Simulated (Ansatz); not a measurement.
# FeSi (FeSi): the cost of one run

Computed with Ansatz 0.2.0 (DFT r²SCAN, scalar-relativistic, plane waves, PAW, unless a step's input says otherwise).

The COD entry's cell or inner coordinates are ideal or old and differ from later refinements, so a difference from it is no clean test against experiment.

**1. Starting point**

The structure is cubic, space group P2_13 (No. 198). Conventional cell: a = 4.403 Å, b = 4.403 Å, c = 4.403 Å, α = 90.00°, β = 90.00°, γ = 90.00°. Fe (site symmetry 3) is surrounded by 7 Si at 2.25 to 2.47 Å. Around Si (site symmetry 3) lie 7 Fe at 2.25 to 2.47 Å.

As a file:

```
Fe Si
1.0
     4.40307    0.00000    0.00000
     0.00000    4.40307    0.00000
     0.00000    0.00000    4.40307
Fe Si
4 4
Direct
  0.13667 0.13667 0.13667
  0.36333 0.86333 0.63667
  0.63667 0.36333 0.86333
  0.86333 0.63667 0.36333
  0.84113 0.84113 0.84113
  0.65887 0.15887 0.34113
  0.34113 0.65887 0.15887
  0.15887 0.34113 0.65887
```

An earlier run at r²SCAN left this cell at 10.670 Å³/atom and -0.02 GPa (8×8×8 mesh).

**2. Volume × 0.96**

Input file input.yaml:

```yaml
crystal:
  lattice:
    - [4.3435648574, 0.0, 0.0]
    - [0.0, 4.3435648574, 0.0]
    - [0.0, 0.0, 4.3435648574]
  atoms:
    - { symbol: Fe, position: [0.1366691415, 0.1366691415, 0.1366691415] }
    - { symbol: Fe, position: [0.3633308585, 0.8633308585, 0.6366691415] }
    - { symbol: Fe, position: [0.6366691415, 0.3633308585, 0.8633308585] }
    - { symbol: Fe, position: [0.8633308585, 0.6366691415, 0.3633308585] }
    - { symbol: Si, position: [0.8411270226, 0.8411270226, 0.8411270226] }
    - { symbol: Si, position: [0.6588729774, 0.1588729774, 0.3411270226] }
    - { symbol: Si, position: [0.3411270226, 0.6588729774, 0.1588729774] }
    - { symbol: Si, position: [0.1588729774, 0.3411270226, 0.6588729774] }
basis:
  ecutwfc: 500
  ecutrho_ratio: 4
kpoints:
  mp_grid: { grid: [8, 8, 8] }
hamiltonian:
  xc: r2scan
scf:
  occupations: { method: gaussian, width: 0.05 }
output:
  forces: true
  stress: true
  eigenvalues: true
relax:
  f_tol: 0.01
  max_steps: 40
```

Run with:

```bash
ansatz run input.yaml --threads 4 --pin off --max-ram 10240MiB --backend cpu --events-out ev --progress --plain --runs-dir out
```

**Question.** How long does this run take on 4 threads of Arm Neoverse V1, shared host, and how much memory does it need?

About 45 s, with a peak of 0.6 GiB.
